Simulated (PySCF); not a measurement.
# C3H8O2Si: NMR shifts at several levels of theory, part 2 of 2

PySCF 2.14.0. Atoms count from 0. The steps go on from the part before.

**8. NMR shieldings: KT2/pcSseg-1**

Job settings and geometry (Å):

```
{"job": {"kind": "nmr", "xc": "KT2", "basis": "pcSseg-1", "pop": false}, "charge": 0, "multiplicity": 1}
C     -2.067789     0.103081    -0.539537
C     -0.680015    -0.463555    -0.438796
O     -0.494512    -1.650134    -0.237924
C      0.478753     0.485609    -0.561347
Si     1.616687     0.292299     0.952851
O      1.959226    -1.322593     1.079730
H     -2.211036     0.574726    -1.524763
H     -2.811387    -0.689050    -0.389653
H     -2.202021     0.895023     0.214791
H      0.168986     1.526481    -0.735038
H      1.095229     0.158567    -1.416517
H      2.871149     1.067809     0.743144
H      0.906908     0.837338     2.152677
H      1.239071    -1.845211     0.682467
```

Level: GIAO KT2/pcSseg-1 NMR shielding, non-relativistic, gas phase.

Standard output:

```text
coarse grid: 12016 points
cycle   1  E = -565.4587491205  dE =  6.559e-01  |g| = 1.195e+00  |ddm| = 3.284e+00
cycle   2  E = -563.8716411775  dE =  1.587e+00  |g| = 2.899e+00  |ddm| = 5.320e+00
cycle   3  E = -565.6934834306  dE = -1.822e+00  |g| = 3.969e-01  |ddm| = 4.855e+00
cycle   4  E = -565.7241870413  dE = -3.070e-02  |g| = 2.318e-01  |ddm| = 5.850e-01
cycle   5  E = -565.7340339003  dE = -9.847e-03  |g| = 9.970e-02  |ddm| = 2.456e-01
cycle   6  E = -565.7359197566  dE = -1.886e-03  |g| = 2.075e-02  |ddm| = 9.430e-02
cycle   7  E = -565.7360234221  dE = -1.037e-04  |g| = 4.979e-03  |ddm| = 2.636e-02
cycle   8  E = -565.7360285396  dE = -5.117e-06  |g| = 1.769e-03  |ddm| = 5.662e-03
final grid: 110944 points
cycle   9  E = -565.8347246238  dE = -1.882e-04  |g| = 1.911e-02  |ddm| = 4.399e-02
cycle  10  E = -565.8346254222  dE =  9.920e-05  |g| = 2.757e-02  |ddm| = 3.963e-02
cycle  11  E = -565.8347883563  dE = -1.629e-04  |g| = 5.044e-03  |ddm| = 2.770e-02
cycle  12  E = -565.8347920727  dE = -3.716e-06  |g| = 2.078e-03  |ddm| = 5.521e-03
cycle  13  E = -565.8347929231  dE = -8.504e-07  |g| = 5.811e-04  |ddm| = 2.299e-03
cycle  14  E = -565.8347929948  dE = -7.166e-08  |g| = 9.162e-05  |ddm| = 5.575e-04
cycle  15  E = -565.8347929962  dE = -1.422e-09  |g| = 3.259e-05  |ddm| = 9.997e-05
cycle  16  E = -565.8347929965  dE = -2.658e-10  |g| = 6.310e-06  |ddm| = 3.511e-05
converged SCF energy = -565.8347929965

GIAO shielding tensors (ppm)
atom      isotropic    diamagn.    paramagn.     s11        s22        s33       span
  0 C      149.447     253.485    -104.038    126.864    132.560    188.916     62.052
  1 C      -18.080     252.393    -270.473    -81.534    -68.258     95.552    177.086
  2 O     -263.312     403.995    -667.307   -743.129   -342.498    295.691   1038.820
  3 C      151.212     260.045    -108.834    133.690    144.683    175.262     41.572
  4 Si     380.363     882.012    -501.649    340.959    347.121    453.009    112.049
  5 O      306.182     390.462     -84.280    257.120    311.922    349.504     92.384
  6 H       28.799      29.189      -0.390     25.972     28.233     32.191      6.219
  7 H       29.322      29.175       0.148     26.336     27.297     34.334      7.998
  8 H       28.757      30.783      -2.026     26.262     28.625     31.386      5.124
  9 H       29.216      33.411      -4.195     25.871     29.651     32.126      6.254
 10 H       29.007      32.052      -3.045     26.105     27.311     33.607      7.502
 11 H       26.109      28.100      -1.991     22.836     24.437     31.054      8.218
 12 H       25.977      29.323      -3.346     22.752     24.598     30.582      7.830
 13 H       27.780      33.011      -5.231     16.270     25.407     41.665     25.395
```

Run time: 23 s. Hardware: 1 thread of Arm Neoverse V1, shared host; peak memory 0.79 GiB.

This run: δ C1 201.3, C0 33.8, C3 32.0, O2 594.0, H11 5.14, H13 3.40 ppm (means over like atoms).

**9. Shielding tensors: KT3/pcSseg-1**

The job, as its differences from that of step 8:

```diff
@@ -1,2 +1,2 @@
-{"job": {"kind": "nmr", "xc": "KT2", "basis": "pcSseg-1", "pop": false}, "charge": 0, "multiplicity": 1}
+{"job": {"kind": "nmr", "xc": "KT3", "basis": "pcSseg-1", "pop": false}, "charge": 0, "multiplicity": 1}
 C     -2.067789     0.103081    -0.539537
```

Method: GIAO KT3/pcSseg-1 NMR shielding, non-relativistic, gas phase.

Standard output:

```text
coarse grid: 12016 points
cycle   1  E = -564.9066549338  dE =  6.317e-01  |g| = 1.201e+00  |ddm| = 3.302e+00
cycle   2  E = -563.3329258632  dE =  1.574e+00  |g| = 2.890e+00  |ddm| = 5.351e+00
cycle   3  E = -565.1421465964  dE = -1.809e+00  |g| = 4.142e-01  |ddm| = 4.893e+00
cycle   4  E = -565.1750954051  dE = -3.295e-02  |g| = 2.420e-01  |ddm| = 5.899e-01
cycle   5  E = -565.1857739892  dE = -1.068e-02  |g| = 9.849e-02  |ddm| = 2.478e-01
cycle   6  E = -565.1876542690  dE = -1.880e-03  |g| = 2.067e-02  |ddm| = 9.381e-02
cycle   7  E = -565.1877584588  dE = -1.042e-04  |g| = 4.711e-03  |ddm| = 2.556e-02
cycle   8  E = -565.1877629573  dE = -4.498e-06  |g| = 1.690e-03  |ddm| = 5.210e-03
final grid: 110944 points
cycle   9  E = -565.2766628645  dE = -1.420e-04  |g| = 2.485e-02  |ddm| = 4.880e-02
cycle  10  E = -565.2762552920  dE =  4.076e-04  |g| = 5.148e-02  |ddm| = 6.311e-02
cycle  11  E = -565.2767419994  dE = -4.867e-04  |g| = 1.006e-02  |ddm| = 5.002e-02
cycle  12  E = -565.2767611738  dE = -1.917e-05  |g| = 3.044e-03  |ddm| = 9.093e-03
cycle  13  E = -565.2767628530  dE = -1.679e-06  |g| = 6.176e-04  |ddm| = 2.771e-03
cycle  14  E = -565.2767629461  dE = -9.310e-08  |g| = 6.331e-05  |ddm| = 6.921e-04
cycle  15  E = -565.2767629470  dE = -8.431e-10  |g| = 2.331e-05  |ddm| = 1.072e-04
converged SCF energy = -565.2767629470

GIAO shielding tensors (ppm)
atom      isotropic    diamagn.    paramagn.     s11        s22        s33       span
  0 C      149.371     252.413    -103.042    127.610    133.502    187.002     59.393
  1 C      -16.807     252.490    -269.296    -82.316    -64.831     96.726    179.042
  2 O     -258.769     403.735    -662.504   -738.121   -339.779    301.592   1039.713
  3 C      151.622     259.031    -107.409    133.907    146.172    174.788     40.882
  4 Si     388.201     881.431    -493.230    351.402    357.389    455.812    104.411
  5 O      306.661     390.312     -83.652    263.637    310.683    345.663     82.026
  6 H       28.952      29.269      -0.318     26.146     28.423     32.285      6.138
  7 H       29.472      29.272       0.200     26.535     27.571     34.309      7.774
  8 H       28.917      30.911      -1.994     26.438     28.812     31.500      5.062
  9 H       29.365      33.567      -4.202     26.078     29.790     32.227      6.150
 10 H       29.200      32.182      -2.982     26.335     27.503     33.762      7.427
 11 H       26.478      28.377      -1.899     23.245     24.794     31.394      8.149
 12 H       26.362      29.688      -3.326     23.187     24.964     30.934      7.746
 13 H       27.872      33.185      -5.313     16.432     25.388     41.796     25.364
```

It took 22 s on 1 thread of Arm Neoverse V1, shared host; peak memory 0.79 GiB.

Key values: δ C1 199.1, C0 32.9, C3 30.7, O2 587.8, H11 4.90, H13 3.45 ppm (means over like atoms).

**10. Shielding tensors: B97-D/pcSseg-1**

The job, as its differences from that of step 9:

```diff
@@ -1,2 +1,2 @@
-{"job": {"kind": "nmr", "xc": "KT3", "basis": "pcSseg-1", "pop": false}, "charge": 0, "multiplicity": 1}
+{"job": {"kind": "nmr", "xc": "B97-D", "basis": "pcSseg-1", "pop": false}, "charge": 0, "multiplicity": 1}
 C     -2.067789     0.103081    -0.539537
```

Level: GIAO B97-D/pcSseg-1 NMR shielding, non-relativistic, gas phase.

Standard output:

```text
coarse grid: 12016 points
cycle   1  E = -558.5622178489  dE =  6.053e-01  |g| = 1.202e+00  |ddm| = 3.321e+00
cycle   2  E = -557.0563839283  dE =  1.506e+00  |g| = 2.873e+00  |ddm| = 4.870e+00
cycle   3  E = -558.7912996669  dE = -1.735e+00  |g| = 4.266e-01  |ddm| = 4.408e+00
cycle   4  E = -558.8271226843  dE = -3.582e-02  |g| = 2.296e-01  |ddm| = 5.603e-01
cycle   5  E = -558.8362995890  dE = -9.177e-03  |g| = 9.926e-02  |ddm| = 2.338e-01
cycle   6  E = -558.8381473996  dE = -1.848e-03  |g| = 1.995e-02  |ddm| = 8.989e-02
cycle   7  E = -558.8382446417  dE = -9.724e-05  |g| = 4.571e-03  |ddm| = 2.440e-02
cycle   8  E = -558.8382487206  dE = -4.079e-06  |g| = 1.766e-03  |ddm| = 4.995e-03
final grid: 110944 points
cycle   9  E = -558.8997243561  dE = -9.123e-05  |g| = 9.745e-03  |ddm| = 3.545e-02
cycle  10  E = -558.8996877679  dE =  3.659e-05  |g| = 1.527e-02  |ddm| = 2.042e-02
cycle  11  E = -558.8997391175  dE = -5.135e-05  |g| = 5.183e-03  |ddm| = 1.462e-02
cycle  12  E = -558.8997437317  dE = -4.614e-06  |g| = 1.332e-03  |ddm| = 4.941e-03
cycle  13  E = -558.8997441014  dE = -3.697e-07  |g| = 1.579e-04  |ddm| = 1.298e-03
cycle  14  E = -558.8997441068  dE = -5.373e-09  |g| = 6.008e-05  |ddm| = 1.723e-04
cycle  15  E = -558.8997441074  dE = -5.955e-10  |g| = 2.338e-05  |ddm| = 6.423e-05
converged SCF energy = -558.8997441074

GIAO shielding tensors (ppm)
atom      isotropic    diamagn.    paramagn.     s11        s22        s33       span
  0 C      144.761     251.990    -107.229    122.811    127.726    183.746     60.935
  1 C      -29.024     252.171    -281.194    -95.486    -84.856     93.271    188.757
  2 O     -276.511     403.564    -680.075   -784.407   -350.691    305.566   1089.973
  3 C      146.850     258.807    -111.956    127.201    142.210    171.139     43.938
  4 Si     371.426     880.083    -508.657    334.904    340.737    438.637    103.734
  5 O      306.792     391.004     -84.213    265.420    311.296    343.660     78.240
  6 H       28.981      29.268      -0.287     26.246     28.527     32.169      5.922
  7 H       29.493      29.257       0.236     26.552     27.716     34.211      7.659
  8 H       28.954      30.881      -1.928     26.568     28.898     31.394      4.826
  9 H       29.402      33.492      -4.091     26.243     29.951     32.011      5.768
 10 H       29.293      32.155      -2.862     26.493     27.644     33.742      7.249
 11 H       26.537      28.469      -1.932     23.269     24.875     31.467      8.198
 12 H       26.410      29.777      -3.367     23.211     25.027     30.992      7.781
 13 H       27.701      33.263      -5.561     16.163     25.069     41.872     25.709
```

Run time: 22 s. Hardware: 1 thread of Arm Neoverse V1, shared host; peak memory 0.79 GiB.

Key values: δ C1 208.2, C0 34.4, C3 32.3, O2 606.9, H11 4.94, H13 3.71 ppm (means over like atoms).

**11. Shielding tensors: B3LYP/pcSseg-1**

The job, as its differences from that of step 10:

```diff
@@ -1,2 +1,2 @@
-{"job": {"kind": "nmr", "xc": "B97-D", "basis": "pcSseg-1", "pop": false}, "charge": 0, "multiplicity": 1}
+{"job": {"kind": "nmr", "xc": "B3LYP", "basis": "pcSseg-1", "pop": false}, "charge": 0, "multiplicity": 1}
 C     -2.067789     0.103081    -0.539537
```

Method: GIAO B3LYP/pcSseg-1 NMR shielding, non-relativistic, gas phase.

Standard output:

```text
coarse grid: 12016 points
cycle   1  E = -558.8243095346  dE =  6.460e-01  |g| = 1.113e+00  |ddm| = 3.261e+00
cycle   2  E = -558.1188002002  dE =  7.055e-01  |g| = 2.193e+00  |ddm| = 3.145e+00
cycle   3  E = -559.0366378426  dE = -9.178e-01  |g| = 2.798e-01  |ddm| = 2.569e+00
cycle   4  E = -559.0518126495  dE = -1.517e-02  |g| = 1.212e-01  |ddm| = 2.961e-01
cycle   5  E = -559.0542626462  dE = -2.450e-03  |g| = 4.415e-02  |ddm| = 1.093e-01
cycle   6  E = -559.0546278783  dE = -3.652e-04  |g| = 7.312e-03  |ddm| = 3.595e-02
cycle   7  E = -559.0546394769  dE = -1.160e-05  |g| = 1.530e-03  |ddm| = 8.144e-03
cycle   8  E = -559.0546399148  dE = -4.379e-07  |g| = 5.747e-04  |ddm| = 1.578e-03
final grid: 110944 points
cycle   9  E = -559.1167819681  dE = -2.587e-05  |g| = 5.787e-03  |ddm| = 2.098e-02
cycle  10  E = -559.1167673767  dE =  1.459e-05  |g| = 1.036e-02  |ddm| = 1.097e-02
cycle  11  E = -559.1167886386  dE = -2.126e-05  |g| = 1.809e-03  |ddm| = 8.126e-03
cycle  12  E = -559.1167892600  dE = -6.214e-07  |g| = 1.765e-04  |ddm| = 1.424e-03
cycle  13  E = -559.1167892643  dE = -4.300e-09  |g| = 1.202e-04  |ddm| = 2.384e-04
cycle  14  E = -559.1167892668  dE = -2.406e-09  |g| = 2.816e-05  |ddm| = 1.092e-04
cycle  15  E = -559.1167892669  dE = -1.442e-10  |g| = 4.381e-06  |ddm| = 2.537e-05
converged SCF energy = -559.1167892669

GIAO shielding tensors (ppm)
atom      isotropic    diamagn.    paramagn.     s11        s22        s33       span
  0 C      144.139     251.406    -107.266    121.510    126.177    184.731     63.220
  1 C      -39.106     251.421    -290.527   -113.077    -99.292     95.053    208.129
  2 O     -308.681     404.165    -712.846   -847.573   -391.961    313.492   1161.066
  3 C      146.151     258.573    -112.422    125.833    140.712    171.908     46.075
  4 Si     363.162     878.901    -515.740    326.435    333.357    429.694    103.259
  5 O      310.236     391.372     -81.136    272.034    313.264    345.410     73.376
  6 H       28.998      29.162      -0.164     26.214     28.489     32.290      6.077
  7 H       29.408      29.107       0.301     26.270     27.664     34.289      8.018
  8 H       28.989      30.712      -1.723     26.569     28.890     31.509      4.940
  9 H       29.476      33.416      -3.940     26.294     29.939     32.196      5.902
 10 H       29.337      32.080      -2.744     26.521     27.614     33.875      7.354
 11 H       26.579      28.346      -1.767     23.296     24.876     31.565      8.269
 12 H       26.496      29.583      -3.087     23.251     25.128     31.109      7.858
 13 H       27.596      33.092      -5.495     15.961     24.796     42.032     26.071
```

It took 15 s on 1 thread of Arm Neoverse V1, shared host; peak memory 0.86 GiB.

In short: δ C1 218.3, C0 35.1, C3 33.1, O2 642.7, H11 4.85, H13 3.79 ppm (means over like atoms).

**12. Side by side: NMR shifts**

Shifts (ppm) of some atoms, chosen among heavy atoms and hydrogens apart, means over like atoms, with basis size and wall time:

```
           run     C1    C3   H13   H11     O2    O5    Si4  functions   time
   HF/pcSseg-1  219.5  27.9  4.48  4.34  620.6   5.8  -27.3        149  7.4 s
  LDA/pcSseg-1  221.4  37.0  3.66  5.45  659.5  34.7  -16.9        149   18 s
  PBE/pcSseg-1  213.4  33.9  3.55  5.18  636.2  28.5  -21.0        149   22 s
 BLYP/pcSseg-1  215.3  34.0  3.66  5.04  637.2  30.8  -26.2        149   22 s
 BP86/pcSseg-1  213.5  34.1  3.60  5.15  630.6  27.0  -21.2        149   22 s
 OPBE/pcSseg-1  203.8  31.6  3.52  5.07  610.6  21.6  -18.7        149   23 s
  KT2/pcSseg-1  201.3  32.0  3.40  5.14  594.0  24.5  -19.3        149   23 s
  KT3/pcSseg-1  199.1  30.7  3.45  4.90  587.8  22.4  -22.7        149   22 s
B97-D/pcSseg-1  208.2  32.3  3.71  4.94  606.9  23.6  -24.2        149   22 s
B3LYP/pcSseg-1  218.3  33.1  3.79  4.85  642.7  23.8  -25.3        149   15 s
```

**13. Outcome**

This closing draws on all 2 parts.

| quantity | value |
| --- | --- |
| 13C shifts against TMS (HF/pcSseg-1) | 219.5, 32.6, 27.9 ppm |
| 1H shifts against TMS (HF/pcSseg-1, means over atoms taken as alike) | 4.48, 4.34, 2.25, 1.71 ppm |
| 17O shifts against H2O (HF/pcSseg-1) | 620.6, 5.8 ppm |
| 29Si shifts against TMS (HF/pcSseg-1) | -27.3 ppm |
| range of the shift of O2 | 587.8 to 659.5 ppm |

Single values in the summary come from the first sound run of each kind (HF/pcSseg-1), which need not be the best level. The most deshielded carbon is C1 (ketone carbonyl carbon), at 219.5 ppm: low-lying n→π* states of the double bond to the heteroatom give a large paramagnetic term (-280 ppm). At HF/pcSseg-1: The widest tensor belongs to O2: span 1141 ppm, with a paramagnetic part of -691 ppm. In ppm, O2 moves most: its shift spreads over 71.7 ppm, from 587.8 (KT3/pcSseg-1) to 659.5 (LDA/pcSseg-1).
